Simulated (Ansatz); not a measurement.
This script drives Ansatz 0.2.0, Python API.

`c2h4ino.py`:
```python
# -*- coding: utf-8 -*-
"""One geometry of C2H4INO, method by method."""

from pathlib import Path

import ansatz
import numpy as np

GEOMETRY = """
N     0.43300    0.04770   -1.60220
C    -0.05960   -0.48290   -0.44310
C    -0.32990    0.08310    0.73610
O    -0.66430   -0.68700    1.79270
I    -0.03960    2.06720    1.12460
H     0.79010    1.03310   -1.48030
H     1.01080   -0.51710   -2.15950
H    -0.18590   -1.53370   -0.55910
H    -0.86620   -0.05670    2.57360
"""

geometry = ansatz.Crystal.molecule()
for line in GEOMETRY.strip().splitlines():
    symbol, *xyz = line.split()
    geometry = geometry.atom(symbol, [float(v) for v in xyz])

setup = (
    geometry.calculation()
    .basis(gaussian="def2-SVP")  # atom-centred Gaussian functions
    .scf(lower_state_search="light")
)

print("functional    E (Ha)        dipole (D)   HOMO (eV)  LUMO (eV)")
for name in ["lc_wpbe", "lda", "blyp", "revpbe", "hse06"]:
    r = setup.functional(name).forces().orbitals().run(threads=1, runs_dir="runs").report
    lines = Path(r["orbitals_path"]).read_text().splitlines()
    field_of = lambda key: [line.split("=")[1].strip() for line in lines if line.startswith(key)]
    orbitals = [(27.211386 * float(e), s, float(n)) for e, s, n in zip(field_of("Ene="), field_of("Spin="), field_of("Occup="))]
    homo = max(e for e, _, n in orbitals if n > 0.5)
    lumo = min(e for e, _, n in orbitals if n < 0.5)
    dipole = 4.803205 * np.linalg.norm(r["charge_distribution"]["dipole_moment_e_ang"])
    print(f"{name:10s} {r['free_energy_ev'] / 27.211386246:14.6f} {dipole:9.3f} {homo:11.3f} {lumo:10.3f}")
```

It is started by `python c2h4ino.py`. How long does it take on 1 thread of Arm Neoverse V2 (shared host), and how much memory does it need?

It took about 16 s, with a peak of 0.31 GiB, for 5 runs of the engine.

```console
$ python c2h4ino.py
functional    E (Ha)        dipole (D)   HOMO (eV)  LUMO (eV)
lc_wpbe       -505.996705     1.315      -7.742      1.907
lda           -503.982235     1.282      -4.036     -1.469
blyp          -505.965837     1.234      -3.718     -1.125
revpbe        -506.073321     1.234      -3.864     -1.203
hse06         -505.860057     1.302      -4.772     -0.782
```

Reading the output:
- These settings explore the input space; basis and method may be short of convergence.
- The geometry is a force-field or estimated start, not a minimum of this method, and the basis set is short of its limit. A lower total doesn't mark the better method: functionals have no common bound, and MP2 and coupled cluster aren't variational.
- def2 sets replace the cores of elements past krypton by effective core potentials.
- Levels such as HOMO and LUMO are orbital energies: with these approximate functionals they aren't the ionisation energy and electron affinity, and their gap isn't the fundamental gap.
- hse06 follows the composition of plane-wave codes, whose totals differ by tens of mHa, up to about 0.1 Ha, from the form usual in Gaussian-basis programs (wpbeh).
